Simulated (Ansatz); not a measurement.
**AsH3 (arsine): levels of theory compared**

Wanted: a comparison of 6 runs (r2SCAN0/STO-3G, revPBE/STO-3G, wB97M-V/STO-3G, wB97X/STO-3G, RPA@PBE/STO-3G, CCSDT/STO-3G) of AsH3 (arsine). 

The calculation is run with Ansatz 0.2.0.

29 further runs of the same task are left out: 1 that didn't finish, 28 set aside as unsound or not needed.

## 1. The molecule

The species is AsH3 (4 atoms), meant as a singlet with charge 0. SMILES: `[AsH3]`. The H4–As1 distance was set to 1.902 Å, away from the relaxed value.

Bond lengths: As1–H2 1.522 Å, As1–H3 1.522 Å. Angles: H2–As1–H3 92.0°.

## 2. A single-point energy at r2SCAN0/STO-3G (run 1)

Contents of run.yaml:

```yaml
crystal:
  periodic: [false, false, false]
  atoms:
    - {symbol: As, position_ang: [-0.503196, 0.712603, -0.238886]}
    - {symbol: H, position_ang: [0.062504, 0.855303, 1.166514]}
    - {symbol: H, position_ang: [-1.355396, -0.480497, 0.168214]}
    - {symbol: H, position_ang: [0.933900, -0.412500, -0.774500]}
basis:
  gaussian:
    orbitals: STO-3G
hamiltonian:
  xc: {name: r2SCAN0}
accuracy: high
```

The run is started by

```
$ ansatz run run.yaml --threads 1 --pin off --max-ram 2610MiB --events-out events.jsonl --progress --plain --runs-dir runs
```

The log of the run:

```text
Warning: RAYON_NUM_THREADS=1 ignored (pool sized by the plan → 1); use --threads N
Functional definition: r2SCAN0
  name "r2SCAN0"
  parameter a = 0.25
  parameter k0 = 0.174
  parameter k1 = 0.065
  parameter a1 = 4.9479
  exchange = (1 - a)*r2scan_x(k0 = k0, k1 = k1, a1 = a1) + a*exact_x
  correlation = r2scan_c
260 factors; integrals over basis functions are off by at most 6.9e-9 eV
mean field evaluation 1: about -60203.9205 eV, gradient 3.4e0 eV
mean field evaluation 2: about -60203.9349 eV, gradient 2.7e0 eV
mean field evaluation 4: about -60203.9762 eV, gradient 2.4e-1 eV
mean field evaluation 8: about -60203.9282 eV, gradient 2.2e-4 eV
mean field -60203.92822540 eV, -2212.4535545951 hartree, gradient 5.1e-8 eV, S^2 0.000000; 0 other end points of the search recorded, 0 dependent functions left out
reference -60203.92822567 eV, -2212.4535546053 hartree; 18, 18 occupied and 3, 3 virtual orbitals, 260 factors
Total energy: -60203.92822567 eV, -2212.4535546053 hartree
```

Wall time 1.3 s (1 thread of Intel Xeon Platinum 8488C (Sapphire Rapids), shared host); peak memory 0.13 GiB.

## 3. A single-point energy at revPBE/STO-3G (run 2)

Contents of in.yaml:

```yaml
basis:
  gaussian: {orbitals: STO-3G}
crystal:
  periodic: [false, false, false]
  atoms:
    - {symbol: As, position_ang: [-0.503196, 0.712603, -0.238886]}
    - {symbol: H, position_ang: [0.062504, 0.855303, 1.166514]}
    - {symbol: H, position_ang: [-1.355396, -0.480497, 0.168214]}
    - {symbol: H, position_ang: [0.933900, -0.412500, -0.774500]}
hamiltonian: {xc: {name: revPBE}}
accuracy: high
```

The run is started by

```
$ ansatz run in.yaml --threads 1 --pin off --max-ram 2610MiB --events-out events.jsonl --progress --plain --runs-dir runs
```

The log of the run:

```text
Warning: RAYON_NUM_THREADS=1 ignored (pool sized by the plan → 1); use --threads N
Functional definition: revPBE
  name "revPBE"
  parameter kappa = 1.245
  parameter beta = 0.06672455060314922
  exchange = pbe_x(kappa = kappa, mu = beta*pi^2/3)
  correlation = pbe_c(beta = beta)
260 factors; integrals over basis functions are off by at most 6.9e-9 eV
mean field evaluation 1: about -60194.8693 eV, gradient 8.2e0 eV
mean field evaluation 2: about -60194.5232 eV, gradient 1.1e1 eV
mean field evaluation 4: about -60195.1537 eV, gradient 2.8e-1 eV
mean field evaluation 8: about -60195.1053 eV, gradient 2.2e-3 eV
mean field -60195.10525796 eV, -2212.1293165224 hartree, gradient 2.0e-8 eV, S^2 0.000000; 0 other end points of the search recorded, 0 dependent functions left out
reference -60195.10525996 eV, -2212.1293165958 hartree; 18, 18 occupied and 3, 3 virtual orbitals, 260 factors
Total energy: -60195.10525996 eV, -2212.1293165958 hartree
```

Wall time 0.6 s (1 thread of Intel Xeon Platinum 8488C (Sapphire Rapids), shared host).

Runs 3 to 4 aren't shown in full; the table further down has their settings and results.

## 4. A single-point energy at RPA@PBE/STO-3G (run 5)

Edit run.yaml of step 2 so:

```diff
@@ -8,6 +8,6 @@
 basis:
-  gaussian:
-    orbitals: STO-3G
-hamiltonian:
-  xc: {name: r2SCAN0}
+  gaussian: {orbitals: STO-3G}
+hamiltonian: {xc: pbe}
 accuracy: high
+correlation: {method: rpa, frozen_orbitals: {As: 9, H: 0}}
+magnetization: {spin_polarized: false}
```

The run is started by

```
$ ansatz run run.yaml --threads 1 --pin off --max-ram 2610MiB --events-out events.jsonl --progress --plain --runs-dir runs
```

The log of the run:

```text
Warning: RAYON_NUM_THREADS=1 ignored (pool sized by the plan → 1); use --threads N
Functional definition: PBE
  name "PBE"
  parameter kappa = 0.804
[... 3 set-up lines as earlier in the session ...]
260 factors; integrals over basis functions are off by at most 6.9e-9 eV
mean field evaluation 1: about -60189.1083 eV, gradient 7.7e0 eV
mean field evaluation 2: about -60189.0610 eV, gradient 7.7e0 eV
mean field evaluation 4: about -60189.2908 eV, gradient 1.6e0 eV
mean field evaluation 8: about -60189.3053 eV, gradient 1.2e-3 eV
mean field evaluation 16: about -60189.3053 eV, gradient 5.3e-9 eV
mean field -60189.30533380 eV, -2211.9161732406 hartree, gradient 5.3e-9 eV, S^2 0.000000; 0 other end points of the search recorded, 0 dependent functions left out
9 core orbitals not correlated: weight in the atoms' cores, before any rotation towards them, 1.000 or more for the frozen orbitals, at most 0.000 for the correlated occupied ones
reference -60162.54245972 eV, -2210.9326557589 hartree; 9, 9 occupied and 3, 3 virtual orbitals, 260 factors
Total energy: -60165.82257313 eV, -2211.0531977031 hartree
```

Wall time 0.82 s (1 thread of Intel Xeon Platinum 8488C (Sapphire Rapids), shared host); peak memory 0.11 GiB.

## 5. A single-point energy at CCSDT/STO-3G (run 6)

Contents of input.yaml:

```yaml
crystal:
  periodic: [false, false, false]
  atoms:
    - {symbol: As, position_ang: [-0.503196, 0.712603, -0.238886]}
    - {symbol: H, position_ang: [0.062504, 0.855303, 1.166514]}
    - {symbol: H, position_ang: [-1.355396, -0.480497, 0.168214]}
    - {symbol: H, position_ang: [0.933900, -0.412500, -0.774500]}
basis:
  gaussian:
    orbitals: STO-3G
correlation:
  method: ccsdt
  frozen_orbitals: {As: 9, H: 0}
accuracy: high
scf:
  omitted_lower_state_checks: [cluster_reference, increment]
```

The run is started by

```
$ ansatz run input.yaml --threads 1 --pin off --max-ram 2610MiB --events-out events.jsonl --progress --plain --runs-dir runs
```

The log of the run, cut to the lines that bear on the results:

```text
Warning: RAYON_NUM_THREADS=1 ignored (pool sized by the plan → 1); use --threads N
Functional definition: HF
  name "HF"
[...]
260 factors; integrals over basis functions are off by at most 6.9e-9 eV
[...]
mean field -60162.97346772 eV, -2210.9484950107 hartree, gradient 9.8e-9 eV, S^2 0.000000; 0 other end points of the search recorded, 0 dependent functions left out
9 core orbitals not correlated: weight in the atoms' cores, before any rotation towards them, 1.000 or more for the frozen orbitals, at most 0.000 for the correlated occupied ones
reference -60162.97346772 eV, -2210.9484950107 hartree; 9, 9 occupied and 3, 3 virtual orbitals, 260 factors
second order -1.33771381 eV of doubles, -0.00000000 eV of singles
cycle   1  -1.81219412 eV  change   -4.7e-1 eV  update   7.0e-2
[...]
cycle  21  -2.14108685 eV  change  -9.7e-10 eV  update   1.2e-9
Total energy: -60165.11455457 eV, -2211.0271785010 hartree
Checks for a lower state left out: cluster_reference, increment
```

Wall time 0.22 s (1 thread of Intel Xeon Platinum 8488C (Sapphire Rapids), shared host).

## 6. Overview of the runs

| run | level | frozen core orbitals | energy (Eh) | wall time |
| --- | --- | --- | --- | --- |
| 1 | r2SCAN0/STO-3G | – | -2212.453555 | 1.3 s |
| 2 | revPBE/STO-3G | – | -2212.129317 | 0.6 s |
| 3 | wB97M-V/STO-3G | – | -2212.392378 | 5.7 s |
| 4 | wB97X/STO-3G | – | -2212.378425 | 2.6 s |
| 5 | RPA@PBE/STO-3G | 9 | -2211.053198 | 0.82 s |
| 6 | CCSDT/STO-3G | 9 | -2211.027179 | 0.22 s |

## 7. Outcome

| quantity | value |
| --- | --- |
| run 6: total energy | -2211.02718 Eh |
| run 6: correlation energy (9 core orbitals frozen) | -78.7 mEh |
| run 6: T1 diagnostic | 0.006 |

What this shows: Totals of different functionals can't be ranked against each other. In runs 1, 2, 3, 4, 5, 6 the basis is minimal, so the values are rough. All runs together took 11 s, the longest 5.7 s.
